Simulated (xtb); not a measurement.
# GFN2-xTB (hydrogen mass 1 u, md dump 20 fs, md temperature 300 K, md time 0.2 ps) run of CH6ClNOSi (SMILES CO[SiH](N)Cl)

Wanted: molecular dynamics of CH6ClNOSi. 

The results are computed with xtb 6.7.1.

2 further runs of the same task are left out: 1 that didn't finish, 1 set aside as unsound or not needed.

### 1 The system as given

CH6ClNOSi: 11 atoms, total charge 0, spin state singlet. SMILES: `CO[SiH](N)Cl`. Geometry: optimised at GFN2-xTB. This is one conformer, not always the lowest. The run starts from this shape.

Bond lengths: C1–O2 1.397 Å, O2–Si3 1.618 Å, Si3–N4 1.707 Å, Si3–Cl5 2.032 Å, C1–H6 1.093 Å, C1–H7 1.092 Å, C1–H8 1.090 Å, Si3–H9 1.457 Å, N4–H10 1.005 Å, N4–H11 1.004 Å. Some angles: C1–O2–Si3 128.8°, O2–Si3–N4 101.9°, O2–Si3–Cl5 110.0°, N4–Si3–Cl5 114.6°, O2–C1–H6 111.1°, O2–C1–H7 110.6°, O2–C1–H8 107.8°, O2–Si3–H9 113.5°, N4–Si3–H9 110.7°, Cl5–Si3–H9 106.3°.

### 2 A short trajectory at GFN2-xTB (hydrogen mass 1 u, md dump 20 fs, md temperature 300 K, md time 0.2 ps)

Contents of input.inp:

```
$md
   temp=300
   time=0.2
   step=0.5
   dump=20
   hmass=1
   shake=0
   nvt=false
$end
```

Contents of mol.xyz:

```xyz
11
CH6ClNOSi
C     -1.26102400     1.39382100    -0.17384000
O     -0.55648800     0.21301700    -0.42328500
Si     0.54553900    -0.52608500     0.50289300
N      1.01188200    -1.83828000    -0.48507100
Cl     2.04757200     0.76332400     0.96043500
H     -0.58537400     2.19920700     0.12378500
H     -1.99750500     1.24088400     0.61833900
H     -1.77527600     1.67504600    -1.09324100
H      0.01320100    -1.00187100     1.77241600
H      0.74323000    -1.85847600    -1.45358000
H      1.87954300    -2.31768500    -0.32825000
```

Started as:

```bash
$ xtb mol.xyz -I input.inp --md > out.txt
```

**Question.** What will come out? Wanted: potential energy of the last frame.

Answer, from the run:

Level: GFN2-xTB (hydrogen mass 1 u, md dump 20 fs, md temperature 300 K, md time 0.2 ps).

| quantity | value |
| --- | --- |
| potential energy of the last frame | -18.53088 Eh |
